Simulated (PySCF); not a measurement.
# Cu+: excitation energies in x2c-TZVPPall

Each state of copper is computed at each level; their differences give the excitation energy. How far do the methods differ?

Program: PySCF 2.14.0. Level of theory: unrestricted determinants in a Gaussian basis, no spin-orbit coupling in the energies. These are calculated values, not measurements, unless marked.

## (1) The system

- Element: copper (Z = 29)
- Basis: x2c-TZVPPall (6s5p4d2f1g, 64 functions)
- Hamiltonian: scalar relativity by spin-free X2C-1e
- State 1: Cu+: [Ar] 3d9 4p1, one real determinant (an excited configuration)
- State 2: Cu+: [Ar] 3d9 4s1, high-spin 3D determinant (an excited configuration)
- Needed too, but not shown: Cu+ [Ar] 3d10 (1S)
- Methods: UHF, LDA, PBE, PBE0, r2SCAN, wB97X, M06, BHandHLYP, M06-L, MP2
- Core shells frozen in the correlated runs: valence: [Ar]; valence and next inner shell: [Ne] (for Cu+)

The outer shells:

Cu+ [Ar] 3d9 4p1
```
[Ar] core
3d [↑↓][↑↓][↑↓][↑↓][↑ ]
4p [↑ ][  ][  ]
```

Cu+ [Ar] 3d9 4s1
```
[Ar] core
3d [↑↓][↑↓][↑↓][↑↓][↑ ]
4s [↑ ]
```

The runs were made by one driver on top of PySCF. The scripts below sum up each run's settings (the driver also hands on starting orbitals that pick excited configurations, and frozen orbitals as a list rather than a count), and the logs come from the driver's own runs. The driver starts from symmetry-adapted Hartree-Fock orbitals, holds the occupation by maximum overlap and uses a logarithmic radial grid for functionals, so a plain start would take other cycles.

The integrals over 64 functions and the set-up took 0.45 s of CPU time.

## (2) Cu+ [Ar] 3d9 4p1, method by method

**UHF**

File input.py:

```python
from pyscf import gto, scf, dft, mp, cc
import basis_set_exchange as bse
mol = gto.M(atom="Cu 0 0 0", charge=1, spin=2, symmetry="D2h",
            basis=gto.basis.parse(bse.get_basis("x2c-TZVPPall", elements=["Cu"], fmt="nwchem")),
            nucmod="G")
mf = scf.UHF(mol).sfx2c1e()
mf.irrep_nelec = {'Ag': (5, 4), 'B1g': (1, 1), 'B2g': (1, 1), 'B3g': (1, 1), 'B1u': (3, 2), 'B2u': (2, 2), 'B3u': (2, 2)}
mf.kernel()
```

Log:

```text
damping factor = 0
level_shift factor = 0
DIIS = <class 'pyscf.scf.diis.CDIIS'>
diis_start_cycle = 1
diis_space = 10
diis_damp = 0
SCF conv_tol = 1e-09
SCF conv_tol_grad = None
number electrons alpha = 15  beta = 13
cycle= 1 E= -1652.66973218633  delta_E= -0.00469  |g|= 0.0267  |ddm|= 0.0268
cycle= 2 E= -1652.66982734657  delta_E= -9.52e-05  |g|= 0.00438  |ddm|= 0.00623
cycle= 3 E= -1652.66983461605  delta_E= -7.27e-06  |g|= 0.00148  |ddm|= 0.00326
cycle= 4 E= -1652.66983556099  delta_E= -9.45e-07  |g|= 0.000723  |ddm|= 0.001
cycle= 5 E= -1652.6698362044  delta_E= -6.43e-07  |g|= 0.000198  |ddm|= 0.00143
cycle= 6 E= -1652.66983625571  delta_E= -5.13e-08  |g|= 2.25e-05  |ddm|= 0.000529
cycle= 7 E= -1652.66983625605  delta_E= -3.41e-10  |g|= 5.33e-06  |ddm|= 2.51e-05
converged SCF energy = -1652.66983625605  <S^2> = 2.0011519  2S+1 = 3.0007678
```

It used 2.9 s of CPU time after the integrals (shared host).

Orbital energies by shell (radii are means over both spins):

```
shell  electrons  mean orbital energy (eV)  spread (eV)  rms radius (bohr)
 1s α          1                   -9064.4            0             0.0601
 1s β          1                   -9064.3            0             0.0601
 2s α          1                   -1151.6            0              0.254
 2s β          1                   -1150.5            0              0.254
 2p α          3                   -992.17        1.224              0.228
 2p β          3                   -991.05        0.103              0.228
 3s α          1                   -158.90            0              0.763
 3s β          1                   -155.99            0              0.763
 3p α          3                   -110.19        2.427              0.810
 3p β          3                   -106.69        1.944              0.810
 3d α          5                   -31.176        2.633               1.04
 3d β          4                   -29.547        1.464               1.04
 4p α          1                   -11.239            0               3.29
```

⟨S²⟩ = 2.001, ⟨L²⟩ = 8.02.

Spin-orbit constants on these orbitals (cm⁻¹; bare nucleus, screened nucleus, mean field): 3d 1406, 921.4, 837.4; 4p 536.1, 499.1, 474.1. To first order in LS coupling the lowest level has J = 4 and lies 0.0744 eV below the centre of the term.

⟨L²⟩ = 8.02 against 12 for a pure F term, so this real determinant mixes terms.

**LDA**

input.py, as changed from the run before:

```diff
@@ -5,3 +5,3 @@
             nucmod="G")
-mf = scf.UHF(mol).sfx2c1e()
+mf = dft.UKS(mol, xc="LDA,VWN").sfx2c1e()
 mf.irrep_nelec = {'Ag': (5, 4), 'B1g': (1, 1), 'B2g': (1, 1), 'B3g': (1, 1), 'B1u': (3, 2), 'B2u': (2, 2), 'B3u': (2, 2)}
```

Log:

```text
damping factor = 0
level_shift factor = 0
DIIS = <class 'pyscf.scf.diis.CDIIS'>
diis_start_cycle = 1
diis_space = 10
diis_damp = 0
SCF conv_tol = 1e-09
SCF conv_tol_grad = None
number electrons alpha = 15  beta = 13
XC functionals = LDA,VWN
    P. A. M. Dirac.,  Math. Proc. Cambridge Philos. Soc. 26, 376 (1930)
    F. Bloch.,  Z. Phys. 57, 545 (1929)
    S. H. Vosko, L. Wilk, and M. Nusair.,  Can. J. Phys. 58, 1200 (1980)
cycle= 1 E= -1651.23852725945  delta_E= -0.0067  |g|= 0.323  |ddm|= 0.245
cycle= 2 E= -1651.19344794913  delta_E= 0.0451  |g|= 0.653  |ddm|= 0.246
cycle= 3 E= -1651.25418473193  delta_E= -0.0607  |g|= 0.0141  |ddm|= 0.156
cycle= 4 E= -1651.25422448255  delta_E= -3.98e-05  |g|= 0.00184  |ddm|= 0.00607
cycle= 5 E= -1651.2542250029  delta_E= -5.2e-07  |g|= 2.41e-05  |ddm|= 0.000536
cycle= 6 E= -1651.25422500307  delta_E= -1.68e-10  |g|= 3.78e-06  |ddm|= 1.36e-05
converged SCF energy = -1651.25422500307  <S^2> = 2.0001222  2S+1 = 3.0000814
```

CPU time 0.74 s on a shared host, the integrals not counted.

**PBE**

input.py, as changed from the run before:

```diff
@@ -5,3 +5,3 @@
             nucmod="G")
-mf = dft.UKS(mol, xc="LDA,VWN").sfx2c1e()
+mf = dft.UKS(mol, xc="PBE").sfx2c1e()
 mf.irrep_nelec = {'Ag': (5, 4), 'B1g': (1, 1), 'B2g': (1, 1), 'B3g': (1, 1), 'B1u': (3, 2), 'B2u': (2, 2), 'B3u': (2, 2)}
```

Log:

```text
damping factor = 0
level_shift factor = 0
DIIS = <class 'pyscf.scf.diis.CDIIS'>
diis_start_cycle = 1
diis_space = 10
diis_damp = 0
SCF conv_tol = 1e-09
SCF conv_tol_grad = None
number electrons alpha = 15  beta = 13
XC functionals = PBE
    J. P. Perdew, K. Burke, and M. Ernzerhof.,  Phys. Rev. Lett. 77, 3865 (1996)
    J. P. Perdew, K. Burke, and M. Ernzerhof.,  Phys. Rev. Lett. 78, 1396 (1997)
    J. P. Perdew, K. Burke, and M. Ernzerhof.,  Phys. Rev. Lett. 77, 3865 (1996)
    J. P. Perdew, K. Burke, and M. Ernzerhof.,  Phys. Rev. Lett. 78, 1396 (1997)
cycle= 1 E= -1653.90016184986  delta_E= -0.0066  |g|= 0.277  |ddm|= 0.211
cycle= 2 E= -1653.86645837202  delta_E= 0.0337  |g|= 0.563  |ddm|= 0.221
cycle= 3 E= -1653.91219768449  delta_E= -0.0457  |g|= 0.0152  |ddm|= 0.134
cycle= 4 E= -1653.91224321289  delta_E= -4.55e-05  |g|= 0.00156  |ddm|= 0.0057
cycle= 5 E= -1653.91224359114  delta_E= -3.78e-07  |g|= 5.79e-05  |ddm|= 0.000628
cycle= 6 E= -1653.91224359187  delta_E= -7.3e-10  |g|= 3.32e-06  |ddm|= 2.67e-05
converged SCF energy = -1653.91224359187  <S^2> = 2.0002793  2S+1 = 3.0001862
```

It used 1.2 s of CPU time after the integrals (shared host).

**PBE0**

input.py, as changed from the run before:

```diff
@@ -5,3 +5,3 @@
             nucmod="G")
-mf = dft.UKS(mol, xc="PBE").sfx2c1e()
+mf = dft.UKS(mol, xc="PBE0").sfx2c1e()
 mf.irrep_nelec = {'Ag': (5, 4), 'B1g': (1, 1), 'B2g': (1, 1), 'B3g': (1, 1), 'B1u': (3, 2), 'B2u': (2, 2), 'B3u': (2, 2)}
```

Log:

```text
damping factor = 0
level_shift factor = 0
DIIS = <class 'pyscf.scf.diis.CDIIS'>
diis_start_cycle = 1
diis_space = 10
diis_damp = 0
SCF conv_tol = 1e-09
SCF conv_tol_grad = None
number electrons alpha = 15  beta = 13
XC functionals = PBE0
    C. Adamo and V. Barone.,  J. Chem. Phys. 110, 6158 (1999)
    M. Ernzerhof and G. E. Scuseria.,  J. Chem. Phys. 110, 5029 (1999)
cycle= 1 E= -1653.91937594105  delta_E= -0.00768  |g|= 0.138  |ddm|= 0.136
cycle= 2 E= -1653.91503627642  delta_E= 0.00434  |g|= 0.226  |ddm|= 0.102
cycle= 3 E= -1653.92221331947  delta_E= -0.00718  |g|= 0.00202  |ddm|= 0.0541
cycle= 4 E= -1653.92221585871  delta_E= -2.54e-06  |g|= 0.000955  |ddm|= 0.00401
cycle= 5 E= -1653.92221609904  delta_E= -2.4e-07  |g|= 3.7e-05  |ddm|= 0.00133
cycle= 6 E= -1653.92221610002  delta_E= -9.76e-10  |g|= 7.15e-06  |ddm|= 5.8e-05
converged SCF energy = -1653.92221610002  <S^2> = 2.0004094  2S+1 = 3.0002729
```

CPU time 1.3 s on a shared host, the integrals not counted.

**r2SCAN**

input.py, as changed from the run before:

```diff
@@ -5,3 +5,3 @@
             nucmod="G")
-mf = dft.UKS(mol, xc="PBE0").sfx2c1e()
+mf = dft.UKS(mol, xc="R2SCAN").sfx2c1e()
 mf.irrep_nelec = {'Ag': (5, 4), 'B1g': (1, 1), 'B2g': (1, 1), 'B3g': (1, 1), 'B1u': (3, 2), 'B2u': (2, 2), 'B3u': (2, 2)}
```

Log:

```text
damping factor = 0
level_shift factor = 0
DIIS = <class 'pyscf.scf.diis.CDIIS'>
diis_start_cycle = 1
diis_space = 10
diis_damp = 0
SCF conv_tol = 1e-09
SCF conv_tol_grad = None
number electrons alpha = 15  beta = 13
XC functionals = R2SCAN
    J. W. Furness, A. D. Kaplan, J. Ning, J. P. Perdew, and J. Sun.,  J. Phys. Chem. Lett. 11, 8208-8215 (2020)
    J. W. Furness, A. D. Kaplan, J. Ning, J. P. Perdew, and J. Sun.,  J. Phys. Chem. Lett. 11, 9248-9248 (2020)
    J. W. Furness, A. D. Kaplan, J. Ning, J. P. Perdew, and J. Sun.,  J. Phys. Chem. Lett. 11, 8208-8215 (2020)
    J. W. Furness, A. D. Kaplan, J. Ning, J. P. Perdew, and J. Sun.,  J. Phys. Chem. Lett. 11, 9248-9248 (2020)
cycle= 1 E= -1654.12807027312  delta_E= -0.00836  |g|= 0.172  |ddm|= 0.163
cycle= 2 E= -1654.11749693047  delta_E= 0.0106  |g|= 0.324  |ddm|= 0.138
cycle= 3 E= -1654.13272279063  delta_E= -0.0152  |g|= 0.00606  |ddm|= 0.078
cycle= 4 E= -1654.13273142384  delta_E= -8.63e-06  |g|= 0.00151  |ddm|= 0.0034
cycle= 5 E= -1654.13273185135  delta_E= -4.28e-07  |g|= 5.52e-05  |ddm|= 0.00131
cycle= 6 E= -1654.13273185236  delta_E= -1.01e-09  |g|= 7.28e-06  |ddm|= 6.55e-05
cycle= 7 E= -1654.13273185237  delta_E= -9.32e-12  |g|= 9.92e-07  |ddm|= 2.96e-06
converged SCF energy = -1654.13273185237  <S^2> = 2.0008696  2S+1 = 3.0005797
```

CPU time 3.1 s on a shared host, the integrals not counted.

**wB97X**

input.py, as changed from the run before:

```diff
@@ -5,3 +5,3 @@
             nucmod="G")
-mf = dft.UKS(mol, xc="R2SCAN").sfx2c1e()
+mf = dft.UKS(mol, xc="WB97X").sfx2c1e()
 mf.irrep_nelec = {'Ag': (5, 4), 'B1g': (1, 1), 'B2g': (1, 1), 'B3g': (1, 1), 'B1u': (3, 2), 'B2u': (2, 2), 'B3u': (2, 2)}
```

Log:

```text
damping factor = 0
level_shift factor = 0
DIIS = <class 'pyscf.scf.diis.CDIIS'>
diis_start_cycle = 1
diis_space = 10
diis_damp = 0
SCF conv_tol = 1e-09
SCF conv_tol_grad = None
number electrons alpha = 15  beta = 13
XC functionals = WB97X
    J.-D. Chai and M. Head-Gordon.,  J. Chem. Phys. 128, 084106 (2008)
cycle= 1 E= -1654.19676214382  delta_E= -0.00977  |g|= 0.12  |ddm|= 0.125
cycle= 2 E= -1654.19561359827  delta_E= 0.00115  |g|= 0.155  |ddm|= 0.0839
cycle= 3 E= -1654.19881809484  delta_E= -0.0032  |g|= 0.00907  |ddm|= 0.0376
cycle= 4 E= -1654.1988542984  delta_E= -3.62e-05  |g|= 0.000927  |ddm|= 0.0171
cycle= 5 E= -1654.19885577457  delta_E= -1.48e-06  |g|= 0.000159  |ddm|= 0.0043
cycle= 6 E= -1654.19885581632  delta_E= -4.17e-08  |g|= 4.8e-05  |ddm|= 0.000476
cycle= 7 E= -1654.19885582262  delta_E= -6.31e-09  |g|= 5.46e-06  |ddm|= 0.000198
cycle= 8 E= -1654.19885582267  delta_E= -4.5e-11  |g|= 4.96e-07  |ddm|= 1.45e-05
converged SCF energy = -1654.19885582267  <S^2> = 2.0004625  2S+1 = 3.0003083
```

CPU time 2.3 s on a shared host, the integrals not counted.

**M06**

input.py, as changed from the run before:

```diff
@@ -5,3 +5,3 @@
             nucmod="G")
-mf = dft.UKS(mol, xc="WB97X").sfx2c1e()
+mf = dft.UKS(mol, xc="M06").sfx2c1e()
 mf.irrep_nelec = {'Ag': (5, 4), 'B1g': (1, 1), 'B2g': (1, 1), 'B3g': (1, 1), 'B1u': (3, 2), 'B2u': (2, 2), 'B3u': (2, 2)}
```

Log:

```text
damping factor = 0
level_shift factor = 0
DIIS = <class 'pyscf.scf.diis.CDIIS'>
diis_start_cycle = 1
diis_space = 10
diis_damp = 0
SCF conv_tol = 1e-09
SCF conv_tol_grad = None
number electrons alpha = 15  beta = 13
XC functionals = M06
    Y. Zhao and D. G. Truhlar.,  Theor. Chem. Acc. 120, 215 (2008)
    Y. Zhao and D. G. Truhlar.,  Theor. Chem. Acc. 120, 215 (2008)
cycle= 1 E= -1654.1303637519  delta_E= -0.00799  |g|= 0.138  |ddm|= 0.161
cycle= 2 E= -1654.12679517496  delta_E= 0.00357  |g|= 0.212  |ddm|= 0.0968
cycle= 3 E= -1654.13293166485  delta_E= -0.00614  |g|= 0.00731  |ddm|= 0.0518
cycle= 4 E= -1654.13294227306  delta_E= -1.06e-05  |g|= 0.000938  |ddm|= 0.00589
cycle= 5 E= -1654.13294250349  delta_E= -2.3e-07  |g|= 5.28e-05  |ddm|= 0.000835
cycle= 6 E= -1654.13294250598  delta_E= -2.49e-09  |g|= 7.98e-06  |ddm|= 9.16e-05
cycle= 7 E= -1654.132942506  delta_E= -2.27e-11  |g|= 1.02e-06  |ddm|= 7.95e-06
converged SCF energy = -1654.132942506  <S^2> = 2.0005217  2S+1 = 3.0003478
```

CPU time 3.2 s on a shared host, the integrals not counted.

**BHandHLYP**

input.py, as changed from the run before:

```diff
@@ -5,3 +5,3 @@
             nucmod="G")
-mf = dft.UKS(mol, xc="M06").sfx2c1e()
+mf = dft.UKS(mol, xc="BHANDHLYP").sfx2c1e()
 mf.irrep_nelec = {'Ag': (5, 4), 'B1g': (1, 1), 'B2g': (1, 1), 'B3g': (1, 1), 'B1u': (3, 2), 'B2u': (2, 2), 'B3u': (2, 2)}
```

Log:

```text
damping factor = 0
level_shift factor = 0
DIIS = <class 'pyscf.scf.diis.CDIIS'>
diis_start_cycle = 1
diis_space = 10
diis_damp = 0
SCF conv_tol = 1e-09
SCF conv_tol_grad = None
number electrons alpha = 15  beta = 13
XC functionals = BHANDHLYP
    A. D. Becke.,  J. Chem. Phys. 98, 1372 (1993)
    Defined through Gaussian implementation.
cycle= 1 E= -1654.12274675933  delta_E= -0.00644  |g|= 0.0762  |ddm|= 0.104
cycle= 2 E= -1654.1221950024  delta_E= 0.000552  |g|= 0.101  |ddm|= 0.0551
cycle= 3 E= -1654.12360617457  delta_E= -0.00141  |g|= 0.00248  |ddm|= 0.0244
cycle= 4 E= -1654.1236093711  delta_E= -3.2e-06  |g|= 0.000523  |ddm|= 0.00514
cycle= 5 E= -1654.12360951967  delta_E= -1.49e-07  |g|= 6.54e-05  |ddm|= 0.00108
cycle= 6 E= -1654.12360952609  delta_E= -6.42e-09  |g|= 1.4e-05  |ddm|= 0.000185
cycle= 7 E= -1654.12360952638  delta_E= -2.88e-10  |g|= 1.45e-06  |ddm|= 4.01e-05
converged SCF energy = -1654.12360952638  <S^2> = 2.0006899  2S+1 = 3.0004599
```

It used 1.5 s of CPU time after the integrals (shared host).

**M06-L**

input.py, as changed from the run before:

```diff
@@ -5,3 +5,3 @@
             nucmod="G")
-mf = dft.UKS(mol, xc="BHANDHLYP").sfx2c1e()
+mf = dft.UKS(mol, xc="M06L").sfx2c1e()
 mf.irrep_nelec = {'Ag': (5, 4), 'B1g': (1, 1), 'B2g': (1, 1), 'B3g': (1, 1), 'B1u': (3, 2), 'B2u': (2, 2), 'B3u': (2, 2)}
```

Log:

```text
damping factor = 0
level_shift factor = 0
DIIS = <class 'pyscf.scf.diis.CDIIS'>
diis_start_cycle = 1
diis_space = 10
diis_damp = 0
SCF conv_tol = 1e-09
SCF conv_tol_grad = None
number electrons alpha = 15  beta = 13
XC functionals = M06L
    Y. Zhao and D. G. Truhlar.,  J. Chem. Phys. 125, 194101 (2006)
    Y. Zhao and D. G. Truhlar.,  J. Chem. Phys. 125, 194101 (2006)
    Y. Zhao and D. G. Truhlar.,  Theor. Chem. Acc. 120, 215 (2008)
cycle= 1 E= -1654.08180638278  delta_E= -0.00875  |g|= 0.103  |ddm|= 0.145
cycle= 2 E= -1654.07824627672  delta_E= 0.00356  |g|= 0.191  |ddm|= 0.0907
cycle= 3 E= -1654.08348048897  delta_E= -0.00523  |g|= 0.00223  |ddm|= 0.0467
cycle= 4 E= -1654.08348243733  delta_E= -1.95e-06  |g|= 0.00133  |ddm|= 0.00263
cycle= 5 E= -1654.08348273953  delta_E= -3.02e-07  |g|= 3.24e-05  |ddm|= 0.00101
cycle= 6 E= -1654.0834827403  delta_E= -7.66e-10  |g|= 7.63e-06  |ddm|= 4.97e-05
converged SCF energy = -1654.0834827403  <S^2> = 2.0009537  2S+1 = 3.0006357
```

CPU time 2.7 s on a shared host, the integrals not counted.

## (3) Cu+ [Ar] 3d9 4p1, continued

**MP2 (valence)**

input.py, as its differences from that of step 2:

```diff
@@ -5,4 +5,5 @@
             nucmod="G")
-mf = dft.UKS(mol, xc="M06L").sfx2c1e()
+mf = scf.UHF(mol).sfx2c1e()
 mf.irrep_nelec = {'Ag': (5, 4), 'B1g': (1, 1), 'B2g': (1, 1), 'B3g': (1, 1), 'B1u': (3, 2), 'B2u': (2, 2), 'B3u': (2, 2)}
 mf.kernel()
+mp.UMP2(mf, frozen=9).kernel()
```

The driver printed no log here.

CPU time 0.13 s on a shared host, the integrals not counted.

With 10 electrons correlated, the MP2 correlation energy is -0.34189 hartree (-0.12770 same spin, -0.21419 opposite spin); the SCS form gives -0.29959. Largest pairs of shells: 3d-3d -0.3269, 3d-4p -0.0150, 4p-4p 0.0000.

**MP2 (valence and next inner shell)**

input.py, as changed from the run before:

```diff
@@ -8,2 +8,2 @@
 mf.kernel()
-mp.UMP2(mf, frozen=9).kernel()
+mp.UMP2(mf, frozen=5).kernel()
```

This step left no log, only its results.

It used 0.19 s of CPU time after the integrals (shared host).

With 18 electrons correlated, the MP2 correlation energy is -0.66914 hartree (-0.22341 same spin, -0.44573 opposite spin); the SCS form gives -0.60934. Largest pairs of shells: 3d-3d -0.3269, 3p-3d -0.2034, 3p-3p -0.0483, 3s-3d -0.0452, 3s-3p -0.0239.

Radial density 4πr²ρ of Cu+ at UHF:

```
r (bohr)  density  spin density
0.000855    0.226         0.000
 0.00144    0.568         0.000
 0.00242     1.41         0.000
 0.00407     3.40         0.000
 0.00685     7.71         0.000
  0.0115     15.8         0.000
  0.0194     27.1         0.001
  0.0326     35.2         0.002
  0.0548     31.4         0.007
  0.0922     29.0         0.026
   0.155     40.0         0.088
   0.261     26.9         0.365
   0.439     18.8         0.993
   0.738     20.3         1.043
    1.24     6.12         0.439
    2.09    0.963         0.359
    3.51    0.336         0.307
    5.91   0.0218         0.022
```

(Part 1 of 2 ends here.)
